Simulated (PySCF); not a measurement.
**YbF2: other functionals and bases at one geometry**

An exercise on one series of results from a longer session: the logs are not shown, and one member is left open.

Program: PySCF 2.14.0. Level of theory: several levels, as the steps say, no spin–orbit coupling. These are calculated values, not measurements.

1 further run of the same task is left out (for a known fault of the program).

### The starting structure

3 atoms, charge 0, spin multiplicity 1.

Bond lengths: Yb1–F2 2.008 Å, Yb1–F3 2.008 Å. Angles: F2–Yb1–F3 120.7°.

Coordinates:

```xyz
3
F2Yb
Yb    0.0000    0.0000   -0.2278
F     1.7451    0.0000    0.7656
F    -1.7451    0.0000    0.7656
```

Formal oxidation states: Yb +2. An earlier session relaxed this geometry at PBE0, Yb def2-SVP with ECP28, F def2-SVP (singlet, point group C2v).

At PBE0 on the finer grid: E = -1358.646700 Eh, HOMO -4.81 eV, LUMO -1.82 eV, Mulliken charge on Yb1 +1.06 e, largest force component 0.001 eV/Å. 

Levels to run: BLYP; wB97X; PBE0, TZVP. Hardware: 2 threads of Arm Neoverse V1, shared host.

The first run:

File run.py (the lines that set the calculation):

```python
mol = gto.M(atom='''
Yb     0.00000     0.00000    -0.22782
F      1.74515     0.00000     0.76559
F     -1.74515     0.00000     0.76559''',
    basis={'Yb': 'def2-SVP', 'F': 'def2-SVP'},
    ecp={'Yb': 'def2-SVP'},
    charge=0, spin=0)
mf = dft.RKS(mol, xc='BLYP')
mf.grids.atom_grid = (75, 302)  # f atoms: unpruned, at least (60, 302)
mf = mf.density_fit()  # fitting sets: Yb def2-universal-JKFIT, F def2-universal-JKFIT
mf.conv_tol = 1e-08; mf.max_cycle = 55
mf.kernel(dm0)  # dm0: the density of the relaxed state
```

On the command line:

```console
> OMP_NUM_THREADS=2 python run.py
```

Steps of the session up to this table: BLYP; wB97X; PBE0, TZVP.

One of the session's tables, all rows but one given; the rest of the session is left out.

| level | HOMO (eV) | gap (eV) | charge on Yb1 (e) | dipole (D) | largest force component (eV/Å) |
| --- | --- | --- | --- | --- | --- |
| PBE0 (relaxed here) | -4.81 | 2.99 | 1.06 | 6.00 | 0.00 |
| BLYP | -3.17 | 0.35 | 0.88 | 4.96 | 0.12 |
| wB97X | -7.29 | 7.28 | 1.05 | 6.11 | 0.17 |
| PBE0, TZVP | ? | ? | ? | ? | ? |

Q: Estimate the row for PBE0, TZVP from the others.

**Answer.** HOMO (eV): -5.08; gap (eV): 3.11; charge on Yb1 (e): 1.21; dipole (D): 6.33; largest force component (eV/Å): 0.44. In the column «HOMO (eV)» it lies between wB97X (-7.29) and PBE0 (relaxed here) (-4.81).

In one basis the HOMO–LUMO gap runs from 0.35 eV (BLYP) to 7.28 eV (wB97X). The largest leftover force, 0.44 eV/Å with PBE0, TZVP, stands at a geometry relaxed at another level. Total energies of different levels can't be compared.
